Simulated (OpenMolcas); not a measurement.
**InF (SMILES [F][In]) at RGE2/def2-SVP (core potential)**

Aim: the vertical singlet–triplet gap of InF at RGE2/def2-SVP (core potential), from 2 runs. 

Program for the calculation: OpenMolcas 26.06.

### Step 1. The system as given

The species is InF (2 atoms), meant as a singlet with charge 0. As SMILES, `[F][In]`. The shape comes from GFN2-xTB, which is rough for such elements, and wasn't checked as a minimum.

Bond lengths: F1–In2 2.025 Å.

### Step 2. The energy at RGE2/def2-SVP (core potential)

Input file geom.xyz:

```xyz
2

F      0.000000     0.000000     0.000000
In     0.000000     0.000000     2.025490
```

Input file job.input:

```
>>> EXPORT MOLCAS_PRINT=2

&GATEWAY
  BasLib=$CurrDir
  Coord=geom.xyz
  Basis=def2-SVP
  Group=NoSym

&SEWARD

&SCF
  KSDFT=RGE2
  PrOrbitals=0
```

The basis set def2-SVP is read from a file made from the Basis Set Exchange's data (not shown).

Command:

```bash
$ export MOLCAS_MEM=1860
$ pymolcas job.input > job.log
```

The program printed:

```text
--- Start Module: gateway ---
[...]
--- Stop Module: gateway /rc=_RC_ALL_IS_WELL_ ---
--- Start Module: seward ---
[...]
      Basis functions           40
--- Stop Module: seward /rc=_RC_ALL_IS_WELL_ ---
--- Start Module: scf ---
[...]
       Convergence after  16 Iterations
[...]
::    Total KS-DFT energy                            -289.4491697312
[...]
      Total spin, S                                     0.0000000000
[...]
      Total electronic charge=   30.000000
      Total            charge=   -0.000000
[...]
      Dipole Moment (debye):
      Origin of the operator (angstrom)=    0.0000    0.0000    1.7381
                   X=  1.6777E-16               Y= -6.0976E-16               Z=  2.6909E+00           Total=  2.6909E+00
      Quadrupole Moment (debye*angstrom):
[...]
--- Stop Module: scf /rc=_RC_ALL_IS_WELL_ ---
[...]
```

Run time: 3 s. Hardware: 1 thread of Arm Neoverse V1, shared host; peak memory 0.37 GiB.

### Step 3. The triplet at the same level

geom.xyz is that of step 2.

Input file job.input:

```
&GATEWAY
 BasLib
 $CurrDir
 Coord
 geom.xyz
 Basis
 def2-SVP
 Group
 NoSym

&SEWARD

&SCF
 UHF
 Spin
 3
 KSDFT
 RGE2
 PrOrbitals
 0
```

The basis set def2-SVP is read from a file made from the Basis Set Exchange's data (not shown).

Command:

```bash
$ export MOLCAS_MEM=1860
$ pymolcas job.input > job.log
```

The program printed:

```text
--- Start Module: gateway ---
[...]
--- Stop Module: gateway /rc=_RC_ALL_IS_WELL_ ---
--- Start Module: seward ---
[...]
      Basis functions           40
--- Stop Module: seward /rc=_RC_ALL_IS_WELL_ ---
--- Start Module: scf ---
[...]
       Convergence after  26 Iterations
[...]
::    Total KS-DFT energy                            -289.3108541111
[...]
      Total spin, S                                     1.0008499472
[...]
      Total electronic charge=   30.000000
      Total            charge=   -0.000000
[...]
      Dipole Moment (debye):
      Origin of the operator (angstrom)=    0.0000    0.0000    1.7381
                   X= -2.2561E-16               Y= -4.4854E-16               Z=  2.5197E+00           Total=  2.5197E+00
      Quadrupole Moment (debye*angstrom):
[...]
--- Stop Module: scf /rc=_RC_ALL_IS_WELL_ ---
[...]
```

Wall time 4.8 s (1 thread of Arm Neoverse V1, shared host); peak memory 0.37 GiB.

### Step 4. Results

Level: RGE2/def2-SVP (core potential).

| quantity | value |
| --- | --- |
| singlet: total energy | -289.44917 Eh |
| singlet: dipole moment | 2.69 D |
| singlet: HOMO energy | -6.23 eV |
| singlet: LUMO energy | -2.05 eV |
| singlet: HOMO–LUMO gap | 4.18 eV |
| triplet: total energy | -289.31085 Eh |
| triplet: dipole moment | 2.52 D |
| triplet: HOMO energy (highest over α and β) | -3.10 eV |
| triplet: ⟨S²⟩ | 2.003 |
| vertical energy of the triplet above the singlet | 3.764 eV |

In words: At this shape the triplet lies 3.76 eV (363 kJ/mol) above the singlet.
